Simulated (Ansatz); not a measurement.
Write a Python script for the Ansatz DFT code, driven from Python that makes a single point of CaGa₂, space group P6_3/mmc. Level of theory: LDA, PAW, the default cutoff (420 eV here), 6×6×3 k-points, Gaussian smearing of 0.15 eV.

`caga2.xyz`
```text
6
Lattice="4.4432618 0.0 0.0 -2.2216309 3.84797759 0.0 0.0 0.0 7.38766439" Properties=species:S:1:pos:R:3 pbc="T T T"
Ca    0.00000000    0.00000000    1.84691610
Ca    0.00000000    0.00000000    5.54074829
Ga   -0.00000002    2.56531841    0.31416582
Ga    2.22163092    1.28265918    4.00799802
Ga    2.22163092    1.28265918    7.07349857
Ga   -0.00000002    2.56531841    3.37966637
```

The script, `run_scf.py`:
```python
"""Single point of CaGa2."""

import warnings

import ansatz as az
import numpy as np

warnings.simplefilter("ignore", az.DeckWarning)

crystal = az.Crystal.from_extxyz("caga2.xyz")

# functional, basis and sampling
calculation = (
    crystal.calculation()
    .functional(az.Functional.LDA)
    .kpoints(6, 6, 3)
    .occupations("gaussian", width=150 * az.meV)
    .scf(tolerance=1e-07)
    .band_table()
    .forces()
    .stress()
)
outcome = calculation.run()
report = outcome.report

energy = report["free_energy_ev"]
print("CaGa2: {:.6f} eV = {:.6f} Ry = {:.6f} Ha".format(energy, energy / 13.605693, energy / 27.211386))
print("Fermi level {:.4f} eV, {} k-points, {} symmetry operations".format(report["fermi_energy_ev"], report["n_kpoints"], report["n_symmetry_ops"]))

fermi = report["fermi_energy_ev"]
print("levels less the Fermi level (eV) at the first k-points")
for k, levels in list(zip(report["kpoints_frac"], report["eigenvalues_ev"]))[:6]:
    print("k = ({:.3f}, {:.3f}, {:.3f})".format(*k))
    print("   ", " ".join(f"{e - fermi:.3f}" for e in levels))

# forces, one row an atom
print("forces (eV/A)")
for site, force in zip(outcome.lattice.sites, report["forces_ev_ang"]):
    print(f"  {site.symbol:2s} {force[0]:9.4f} {force[1]:9.4f} {force[2]:9.4f}")

gap = None if "band_edges_ev" not in report else report["band_edges_ev"][1] - report["band_edges_ev"][0]
print("gap on the k mesh:", "none reported" if gap is None else f"{gap:.3f} eV")

# pressure is a third of the trace
print("pressure by term (GPa)")
for term, tensor in report["stress_terms_gpa"].items():
    print(f"  {term:28s} {np.trace(np.array(tensor)) / 3:12.3f}")
print(f"  {'total':28s} {np.trace(np.array(report['stress_gpa'])) / 3:12.3f}")
```

```console
$ python run_scf.py
CaGa2: -18376.625289 eV = -1350.657059 Ry = -675.328529 Ha
Fermi level 9.0699 eV, 14 k-points, 24 symmetry operations
levels less the Fermi level (eV) at the first k-points
k = (0.000, 0.000, 0.000)
    -40.545 -40.533 -21.967 -21.841 -21.841 -21.822 -21.822 -21.797 -14.970 -14.970 -14.966 -14.966 -14.951 -14.948 -14.948 -14.916 -14.916 -14.862 -14.833 -14.743 -14.743 -14.736 -14.736 -14.736 -14.735 -14.735 -14.712 -14.712 -9.568 -7.915 -4.859 -1.110 -1.110 -0.035 0.453 0.596 0.875 0.875 1.046 1.046 1.809 1.809 2.358 3.222
k = (0.000, 0.000, 0.333)
    -40.542 -40.536 -21.925 -21.840 -21.836 -21.836 -21.827 -21.827 -14.969 -14.969 -14.968 -14.968 -14.939 -14.939 -14.936 -14.924 -14.924 -14.898 -14.794 -14.753 -14.743 -14.743 -14.742 -14.742 -14.725 -14.725 -14.715 -14.715 -9.281 -8.520 -3.755 -1.594 -0.824 -0.824 -0.011 -0.011 0.247 0.985 1.308 1.308 1.960 1.960 2.477 3.573
k = (0.000, 0.167, 0.000)
    -40.544 -40.532 -21.964 -21.853 -21.843 -21.832 -21.825 -21.796 -14.994 -14.991 -14.987 -14.982 -14.964 -14.928 -14.917 -14.898 -14.892 -14.876 -14.826 -14.774 -14.769 -14.755 -14.751 -14.722 -14.709 -14.703 -14.691 -14.688 -9.281 -7.719 -4.751 -2.632 -1.717 -1.233 -0.412 -0.096 0.942 1.326 1.656 1.952 2.074 2.604 2.677 3.381
k = (0.000, 0.167, 0.333)
    -40.541 -40.535 -21.922 -21.848 -21.839 -21.838 -21.837 -21.829 -14.991 -14.990 -14.988 -14.986 -14.950 -14.919 -14.918 -14.908 -14.902 -14.891 -14.801 -14.774 -14.764 -14.755 -14.755 -14.734 -14.703 -14.700 -14.694 -14.693 -9.006 -8.283 -3.840 -2.470 -2.216 -1.041 -0.842 -0.621 0.784 1.066 1.859 2.061 2.268 2.402 3.165 3.509
k = (0.000, 0.333, 0.000)
    -40.543 -40.531 -21.957 -21.878 -21.852 -21.848 -21.830 -21.794 -15.015 -15.011 -15.009 -14.995 -14.980 -14.920 -14.911 -14.899 -14.874 -14.859 -14.824 -14.780 -14.775 -14.770 -14.755 -14.699 -14.698 -14.675 -14.669 -14.668 -8.464 -7.162 -5.449 -3.777 -3.075 -1.457 -1.277 -1.072 0.240 1.044 2.035 2.550 2.722 3.567 3.617 4.144
k = (0.000, 0.333, 0.333)
    -40.540 -40.534 -21.917 -21.871 -21.858 -21.844 -21.835 -21.834 -15.011 -15.010 -15.009 -15.001 -14.967 -14.938 -14.903 -14.891 -14.885 -14.873 -14.807 -14.783 -14.772 -14.760 -14.752 -14.719 -14.687 -14.674 -14.674 -14.671 -8.228 -7.620 -5.061 -4.318 -2.290 -1.401 -1.310 -0.844 0.106 0.723 1.490 2.660 2.824 2.910 3.540 4.159
forces (eV/A)
  Ca    0.0000    0.0000   -0.0000
  Ca    0.0000   -0.0000    0.0000
  Ga    0.0000    0.0000    0.0219
  Ga    0.0000   -0.0000    0.0219
  Ga    0.0000   -0.0000   -0.0219
  Ga    0.0000    0.0000   -0.0219
gap on the k mesh: none reported
pressure by term (GPa)
  kinetic                           865.025
  hartree                          1716.631
  ewald                           -2715.484
  local_pseudopotential             476.879
  nonlocal_pseudopotential         -172.273
  augmentation                       19.721
  nlcc                             -156.980
  hubbard                             0.000
  exx                                 0.000
  electric_field                      0.000
  mag_constraint                      0.000
  xc                                -37.362
  dispersion                          0.000
  external_charges                    0.000
  augmentation_tail                  -0.006
  scf_correction                     -0.001
  pulay_correction                    0.015
  total                              -3.835
```

Total energies depend on the potentials; only differences at equal settings carry meaning. A total without «per atom» is that of the cell as typed. The computed bands are complete only to about 3.2 eV above the Fermi level. The mesh is modest for a metal, so energies can be off by several to tens of meV an atom and pressures by half a GPa or more; differences at equal mesh fare better. An absolute Fermi energy rests on an arbitrary zero of the periodic potential and has no direct meaning. The program warned that this SCF threshold is loose for forces or stresses. Pressure is positive in compression. This cell is a computed structure, which may not be the phase found in nature. Gaps and levels are Kohn-Sham values on a finite set of k-points, without spin-orbit coupling. The script silences the warnings on its input, which a real study should read. Cost: about 10 core-seconds.

(Lines on the test bed's own set-up are left out of the output.)
